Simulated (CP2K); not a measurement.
# Nb in CP2K: the effect of functional

Slab: Nb, a slab with vacuum.

```
Nb
1.0
     2.88205    0.00000    0.00000
    -0.96068    2.71722    0.00000
     0.00000    0.00000   24.41272
Nb
5
Cartesian
  0.9607 1.3586 7.5000
  0.0000 0.0000 9.8532
  0.9607 1.3586 12.2064
  0.0000 0.0000 14.5595
  0.9607 1.3586 16.9127
```

The slab is cut from a database's or a generator's crystal, which needn't be the stable form of the element.

Alike in all runs:

- Program: CP2K 2026.2
- Task: work function
- Potentials or basis: POTENTIAL_UZH Nb GTH-PBE-q13; DZVP-MOLOPT-PBE-GTH basis
- Density cutoff: 9184 eV
- k mesh: 8 × 8 × 1
- Occupations: fermi-dirac, width 0.05 eV
- Spin: no spin polarisation

```csv
functional,largest force (eV/Å),work function (eV)
PBE,0.40,4.65
LDA,0.79,4.96
PBEsol,0.65,4.80
HLE16,2.24,4.63
revPBE,?,?
WC,0.61,4.80
```

Problem. What does the run with functional revPBE give?

Solution. Largest force 0.34 eV/Å; work function 4.53 eV.

Caveats: the potentials were made for another functional, which shifts forces and pressure (some runs); the potentials were made for a functional far from this one (some runs).
